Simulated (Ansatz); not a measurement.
# CH₇BOSi: up Jacob's ladder to CCSD(T)

One table from this session's results is given with a row withheld; the runs are named, their logs left out.

The runs use Ansatz 0.2.0, Gaussian basis; functionals in def2-TZVPP, the program's frozen cores in correlated methods.

Levels to be run: LDA (SPW92), PBE-D4, revPBE-D4, BLYP-D4, r2SCAN-D4, B97M-V, PBE0-D4, B3LYP-D4, r2SCANh-D4, r2SCAN0-D4, HSE06-D4, BHLYP-D4, CAM-B3LYP-D4, LC-ωPBE, ωB97X-V, ωB97M-V, B2PLYP, PBE-QIDH; CCSD(T)/def2-SVP; CCSD(T)/def2-TZVPP; MP2/def2-QZVPP; extrapolation to the limit; RPA on PBE.

## Structure used throughout

The geometry comes from an earlier relaxation with PBE0-D4 in a triple-zeta def2 set; it is a stationary point, not always the lowest conformer.

SMILES `OCB[SiH3]`, 11 atoms, charge 0, spin multiplicity 1.

Atoms are counted from 1 here; the program's logs count them from 0.

Bond lengths: O1–C2 1.411 Å, O1–H5 0.960 Å, C2–B3 1.547 Å, C2–H6 1.107 Å, C2–H7 1.107 Å, B3–Si4 2.017 Å, B3–H8 1.197 Å, Si4–H9 1.491 Å, Si4–H10 1.491 Å, Si4–H11 1.491 Å. Angles: C2–O1–H5 108.9°, O1–C2–B3 114.8°, O1–C2–H6 112.1°, O1–C2–H7 112.1°, B3–C2–H6 106.8°, B3–C2–H7 106.8°, H6–C2–H7 103.5°, C2–B3–Si4 120.7°, C2–B3–H8 120.1°, Si4–B3–H8 119.2°, B3–Si4–H9 113.8°, B3–Si4–H10 109.9°, B3–Si4–H11 109.7°, H9–Si4–H10 107.9°, H9–Si4–H11 107.9°, H10–Si4–H11 107.5°.

The first run:

Input file in.yaml:

```yaml
crystal:
  periodic: [false, false, false]
  atoms:
    - {symbol: O, position_ang: [-0.815837, 1.879742, -1.401239]}
    - {symbol: C, position_ang: [-0.395520, 1.119073, -0.290021]}
    - {symbol: B, position_ang: [0.013379, -0.336570, -0.618368]}
    - {symbol: Si, position_ang: [0.639563, -1.584435, 0.836878]}
    - {symbol: H, position_ang: [-1.047003, 2.762990, -1.104068]}
    - {symbol: H, position_ang: [-1.174874, 1.063286, 0.494858]}
    - {symbol: H, position_ang: [0.464190, 1.583468, 0.231091]}
    - {symbol: H, position_ang: [-0.041816, -0.734984, -1.745839]}
    - {symbol: H, position_ang: [0.674596, -0.959585, 2.190123]}
    - {symbol: H, position_ang: [2.010914, -2.079532, 0.524309]}
    - {symbol: H, position_ang: [-0.261993, -2.770552, 0.903075]}
basis:
  gaussian: {orbitals: def2-TZVPP}
hamiltonian: {xc: lda}
output: {orbitals: {seedname: orbitals}}
```

Run with:

```console
> ansatz run in.yaml --threads 2 --pin off --events-out ev --progress --plain --max-ram 4352MiB
```

Among the steps run: LDA; PBE-D4 (GGA); revPBE-D4 (GGA); BLYP-D4 (GGA); r2SCAN-D4 (meta-GGA); B97M-V (meta-GGA); B3LYP-D4 (hybrid); r2SCANh-D4 (hybrid); r2SCAN0-D4 (hybrid); HSE06-D4 (hybrid); BHLYP-D4 (hybrid); CAM-B3LYP-D4 (range-separated); LC-ωPBE (range-separated); ωB97X-V (range-separated); ωB97M-V (range-separated); B2PLYP (double hybrid); PBE-QIDH (double hybrid).

One of the session's tables, all rows but one given; the rest of the session is left out.

It belongs to the step «Frontier levels by functional». 

| functional | HOMO (eV) | LUMO (eV) | gap (eV) |
| --- | --- | --- | --- |
| LDA (SPW92) | -6.65 | -3.08 | 3.57 |
| PBE-D4 | -6.50 | -2.86 | 3.64 |
| revPBE-D4 | -6.44 | -2.76 | 3.69 |
| BLYP-D4 | -6.41 | -2.69 | 3.71 |
| r2SCAN-D4 | -6.84 | -2.55 | 4.29 |
| B97M-V | -7.03 | -2.66 | 4.36 |
| PBE0-D4 | -8.16 | -1.89 | 6.27 |
| B3LYP-D4 | -7.90 | -2.09 | 5.81 |
| r2SCANh-D4 | -7.47 | -2.21 | 5.26 |
| r2SCAN0-D4 | -8.41 | -1.71 | 6.70 |
| HSE06-D4 | -7.75 | -2.27 | 5.48 |
| BHLYP-D4 | -9.44 | -0.81 | 8.63 |
| CAM-B3LYP-D4 | ? | ? | ? |
| LC-ωPBE | -10.98 | 0.43 | 11.41 |
| ωB97X-V | -10.66 | 0.32 | 10.98 |
| ωB97M-V | -10.45 | 0.08 | 10.53 |

Estimate the missing values for CAM-B3LYP-D4.

**Answer.** HOMO (eV): -9.63; LUMO (eV): -0.74; gap (eV): 8.89. In the column «HOMO (eV)» it lies between ωB97M-V (-10.45) and BHLYP-D4 (-9.44).
